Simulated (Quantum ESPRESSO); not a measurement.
Runs of Quantum ESPRESSO 7.5 on ZrSc2F. It takes space group P-6m2 (No. 187, hexagonal). Conventional cell: a = 3.862 Å, b = 3.862 Å, c = 4.891 Å, α = 90.00°, β = 90.00°, γ = 120.00°. Zr (site symmetry -6m2) has 6 Sc at 2.54 Å as nearest neighbours. Sc (site symmetry 3m) has 2 Sc at 2.44 to 2.45 Å and 3 F at 2.54 Å and 3 Zr at 2.54 Å as nearest neighbours. Around F (site symmetry -6m2) lie 6 Sc at 2.54 Å. The cell was built by a generator and needn't be a form met in nature.

```tsv
task	level	potentials or basis	cutoff (eV)	smearing	gap on the mesh (eV)	pressure (GPa)	largest force (eV/Å)
single point	PBE	SSSP 1.3 efficiency PBE	816	fermi-dirac 0.05 eV	none	28.9	3.84
real-space fields	PBEsol+D3(BJ)	GBRV 1.5 PBEsol	612	gaussian 0.2 eV	none	20.7	(a)
single point	PBE+D3	SSSP 1.3 efficiency PBE	816	fermi-dirac 0.05 eV	none	26.5	3.79
band structure	PBE+D3(BJ)	GBRV 1.5 LDA	612	fermi-dirac 0.05 eV	none	24.2	(b)
```

Alike in all rows: no spin polarisation; cell as given; k mesh 8 × 8 × 6.

Fill in the values left out.

(a) 3.73; (b) 3.83.

Caveats: an odd number of electrons without spin polarisation forces a metal; a magnetic or distorted state may lie lower; so large a pressure means that the cell lies far from this level's equilibrium, or that cutoff or potentials fall short (some runs); pairwise dispersion overbinds metals, which lowers pressure and volume (some runs); a pressure of tens of GPa on the cell as given is suspect, and the run, the potentials or the cell itself is likely at fault (some runs); the potentials were made for another functional, which shifts forces and pressure (some runs).

A k mesh can miss the band edges, and the runs leave out spin-orbit coupling on Zr.

A gap of «none» marks a metal or a gap under the smearing width.
